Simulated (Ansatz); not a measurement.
# CH9NO2Si2: up Jacob's ladder to CCSD(T)

An exercise on one series of results from a longer session: the logs are not shown, and one member is left open.

Computed with Ansatz 0.2.0, Gaussian basis. Level: functionals in def2-TZVPP, the program's frozen cores in correlated methods.

The runs, in order: PBE-D4, r2SCAN-D4, PBE0-D4, B3LYP-D4, ωB97X-V, ωB97M-V, B2PLYP; CCSD(T)/def2-TZVPP; MP2/def2-QZVPP; extrapolation to the limit.

## The geometry

An earlier PBE0-D4 in a triple-zeta def2 set relaxation fixed the geometry.

SMILES `CN([SiH2]O)[SiH2]O`, 15 atoms, charge 0, spin multiplicity 1.

Atoms are counted from 1 here; the program's logs count them from 0.

Bond lengths: C1–N2 1.458 Å, C1–H7 1.093 Å, C1–H8 1.096 Å, C1–H9 1.095 Å, N2–Si3 1.732 Å, N2–Si5 1.717 Å, Si3–O4 1.638 Å, Si3–H10 1.484 Å, Si3–H11 1.492 Å, O4–H12 0.964 Å, Si5–O6 1.661 Å, Si5–H13 1.488 Å, Si5–H14 1.479 Å, O6–H15 0.959 Å. Angles: N2–C1–H7 110.7°, N2–C1–H8 111.1°, N2–C1–H9 112.1°, H7–C1–H8 107.5°, H7–C1–H9 107.5°, H8–C1–H9 107.7°, C1–N2–Si3 117.6°, C1–N2–Si5 122.1°, Si3–N2–Si5 120.2°, N2–Si3–O4 108.3°, N2–Si3–H10 113.0°, N2–Si3–H11 107.4°, O4–Si3–H10 106.3°, O4–Si3–H11 113.5°, H10–Si3–H11 108.5°, Si3–O4–H12 116.8°, N2–Si5–O6 111.4°, N2–Si5–H13 106.2° and more.

The first run:

in.yaml reads:

```yaml
crystal:
  periodic: [false, false, false]
  atoms:
    - {symbol: C, position_ang: [0.864140, -0.650241, -1.529055]}
    - {symbol: N, position_ang: [0.058468, -0.099263, -0.445300]}
    - {symbol: Si, position_ang: [-1.216946, -1.085030, 0.189200]}
    - {symbol: O, position_ang: [-1.857587, -0.324163, 1.490680]}
    - {symbol: Si, position_ang: [0.364150, 1.453361, 0.221569]}
    - {symbol: O, position_ang: [0.532676, 1.381243, 1.872643]}
    - {symbol: H, position_ang: [1.780442, -0.070363, -1.663564]}
    - {symbol: H, position_ang: [1.157204, -1.684456, -1.315817]}
    - {symbol: H, position_ang: [0.328589, -0.645435, -2.484488]}
    - {symbol: H, position_ang: [-2.331763, -1.279007, -0.771448]}
    - {symbol: H, position_ang: [-0.631394, -2.419010, 0.509644]}
    - {symbol: H, position_ang: [-1.237956, 0.098524, 2.095524]}
    - {symbol: H, position_ang: [1.609677, 1.946794, -0.426043]}
    - {symbol: H, position_ang: [-0.754697, 2.405964, 0.054901]}
    - {symbol: H, position_ang: [1.334996, 0.971093, 2.201555]}
basis:
  gaussian: {orbitals: def2-TZVPP}
hamiltonian: {xc: pbe, dispersion: d4}
output: {forces: true, orbitals: {seedname: orbitals}}
```

Run with:

```sh
$ ansatz run in.yaml --threads 2 --pin off --events-out ev --progress --plain --max-ram 22528MiB --backend cuda --devices 0, --max-vram 18GiB
```

Steps of the session up to this table: PBE-D4 (GGA); r2SCAN-D4 (meta-GGA); PBE0-D4 (hybrid); B3LYP-D4 (hybrid); ωB97X-V (range-separated); ωB97M-V (range-separated); B2PLYP (double hybrid); CCSD(T) in def2-TZVPP; MP2 in def2-QZVPP.

One table of the session follows, with a row left open; its other results are not shown here.

```
            method  atomisation energy (eV)
            PBE-D4                   57.209
         r2SCAN-D4                   56.733
           PBE0-D4                        ?
          B3LYP-D4                   56.816
           ωB97X-V                   57.119
           ωB97M-V                   57.078
            B2PLYP                   56.193
     HF/def2-TZVPP                   40.968
    MP2/def2-TZVPP                   56.213
   CCSD/def2-TZVPP                   54.643
CCSD(T)/def2-TZVPP                   55.400
           MP2/CBS                   57.893
       CCSD(T)/CBS                   57.080
```

Estimate the missing values for PBE0-D4.

As computed: atomisation energy (eV): 56.320. In the column «atomisation energy (eV)» it lies between MP2/def2-TZVPP (56.213) and r2SCAN-D4 (56.733).
